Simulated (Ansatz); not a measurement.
# GeH4O2 (SMILES [OH][GeH2][OH]): PBE0/cc-pVDZ

Aim: the energy change on altering one bond length of GeH4O2 at PBE0/cc-pVDZ, from 2 runs. 

The results are computed with Ansatz 0.2.0.

53 further runs of the same task are left out: 53 set aside as unsound or not needed.

## 1. Starting point

The species is GeH4O2 (7 atoms), meant as a singlet with charge 0. SMILES: `[OH][GeH2][OH]`. Geometry: relaxed at PBE0-D4/def2-TZVP. This is one conformer, not always the lowest.

Bond lengths: O1–Ge2 1.776 Å, Ge2–O3 1.773 Å, O1–H4 0.959 Å, Ge2–H5 1.543 Å, Ge2–H6 1.525 Å, O3–H7 0.959 Å. Angles: O1–Ge2–O3 110.8°, O1–Ge2–H5 108.6°, O1–Ge2–H6 106.6°, O3–Ge2–H5 109.7°, O3–Ge2–H6 104.9°, Ge2–O1–H4 113.3°, Ge2–O3–H7 113.6°, H5–Ge2–H6 116.1°.

## 2. A single-point energy at PBE0/cc-pVDZ

run.yaml reads:

```yaml
crystal:
  periodic: [false, false, false]
  atoms:
    - {symbol: O, position_ang: [-1.491300, -0.416000, -0.173900]}
    - {symbol: Ge, position_ang: [0.023500, 0.377000, 0.305300]}
    - {symbol: O, position_ang: [1.347400, -0.798900, 0.400600]}
    - {symbol: H, position_ang: [-1.634900, -0.418700, -1.122100]}
    - {symbol: H, position_ang: [0.363400, 1.460500, -0.739100]}
    - {symbol: H, position_ang: [-0.172500, 0.863100, 1.737300]}
    - {symbol: H, position_ang: [1.625600, -1.135200, -0.453800]}
basis:
  gaussian: {orbitals: cc-pVDZ}
hamiltonian: {xc: pbe0}
accuracy: high
output: {orbitals: {seedname: orbitals}}
```

Launch:

```bash
$ ansatz run run.yaml --threads 1 --pin off --max-ram 3480MiB --events-out events.jsonl --progress --plain --runs-dir runs
```

The log of the run:

```text
Warning: RAYON_NUM_THREADS=1 ignored (pool sized by the plan → 1); use --threads N
Functional definition: PBE0
  name "PBE0"
  parameter a = 0.25
  parameter kappa = 0.804
  parameter beta = 0.06672455060314922
  exchange = (1 - a)*pbe_x(kappa = kappa, mu = beta*pi^2/3) + a*exact_x
  correlation = pbe_c(beta = beta)
1673 factors; integrals over basis functions are off by at most 4.6e-9 eV
mean field evaluation 1: about -60658.9875 eV, gradient 6.4e1 eV
mean field evaluation 2: about -60645.7017 eV, gradient 1.0e2 eV
mean field evaluation 4: about -60665.9203 eV, gradient 9.0e-1 eV
mean field evaluation 8: about -60666.0500 eV, gradient 2.0e-1 eV
mean field evaluation 16: about -60666.0501 eV, gradient 6.5e-6 eV
mean field -60666.05010115 eV, -2229.4362202916 hartree, gradient 3.9e-8 eV, S^2 0.000000; 0 other end points of the search recorded, 0 dependent functions left out
reference -60666.05010353 eV, -2229.4362203791 hartree; 26, 26 occupied and 49, 49 virtual orbitals, 1673 factors
Total energy: -60666.05010353 eV, -2229.4362203791 hartree
```

It took 5.4 s on 1 thread of Arm Neoverse V2, shared host; peak memory 0.23 GiB.

## 3. The distorted shape

run.yaml reads:

```yaml
crystal:
  periodic: [false, false, false]
  atoms:
    - {symbol: O, position_ang: [-1.376424, -0.413840, 0.584632]}
    - {symbol: Ge, position_ang: [0.138376, 0.379160, 1.063832]}
    - {symbol: O, position_ang: [1.462276, -0.796740, 1.159132]}
    - {symbol: H, position_ang: [-1.634900, -0.418700, -1.122100]}
    - {symbol: H, position_ang: [0.478276, 1.462660, 0.019432]}
    - {symbol: H, position_ang: [-0.057624, 0.865260, 2.495832]}
    - {symbol: H, position_ang: [1.740476, -1.133040, 0.304732]}
basis:
  gaussian:
    orbitals: cc-pVDZ
total_charge: 0
hamiltonian:
  xc: pbe0
accuracy: high
output: {orbitals: {seedname: orbitals}}
```

Launch:

```bash
$ ansatz run run.yaml --threads 1 --pin off --max-ram 3480MiB --events-out events.jsonl --progress --plain --runs-dir runs
```

The log of the run, shortened:

```text
Warning: RAYON_NUM_THREADS=1 ignored (pool sized by the plan → 1); use --threads N
[... 7 set-up lines as earlier in the session ...]
1673 factors; integrals over basis functions are off by at most 4.5e-9 eV
mean field evaluation 1: about -60652.1819 eV, gradient 6.9e1 eV
mean field evaluation 2: about -60612.3280 eV, gradient 1.4e2 eV
mean field evaluation 4: about -60661.4574 eV, gradient 1.7e1 eV
mean field evaluation 8: about -60662.1062 eV, gradient 8.9e-1 eV
mean field evaluation 16: about -60662.1083 eV, gradient 2.0e-4 eV
mean field -60662.10833839 eV, -2229.2913631819 hartree, gradient 3.5e-8 eV, S^2 0.000000; 0 other end points of the search recorded, 0 dependent functions left out
reference -60662.10834089 eV, -2229.2913632738 hartree; 26, 26 occupied and 49, 49 virtual orbitals, 1673 factors
Total energy: -60662.10834089 eV, -2229.2913632738 hartree
```

Run time: 6 s. Hardware: 1 thread of Arm Neoverse V2, shared host; peak memory 0.24 GiB.

## 4. Summary of results

At PBE0/cc-pVDZ:

| quantity | value |
| --- | --- |
| first shape: total energy | -2229.43622 Eh |
| first shape: HOMO energy | -8.41 eV |
| first shape: LUMO energy | 0.87 eV |
| first shape: HOMO–LUMO gap | 9.28 eV |
| distorted shape: total energy | -2229.29136 Eh |
| distorted shape: HOMO energy | -8.24 eV |
| distorted shape: LUMO energy | -3.59 eV |
| distorted shape: HOMO–LUMO gap | 4.65 eV |
| energy change with the O1–H4 bond stretched from 0.959 to 1.726 Å | 3.942 eV |

What this shows: With the O1–H4 bond stretched from 0.959 to 1.726 Å the energy rises by 3.94 eV (380 kJ/mol). The first shape isn't relaxed at this level, so the change isn't measured from a minimum. A restricted reference can't describe the breaking bond well at this length.
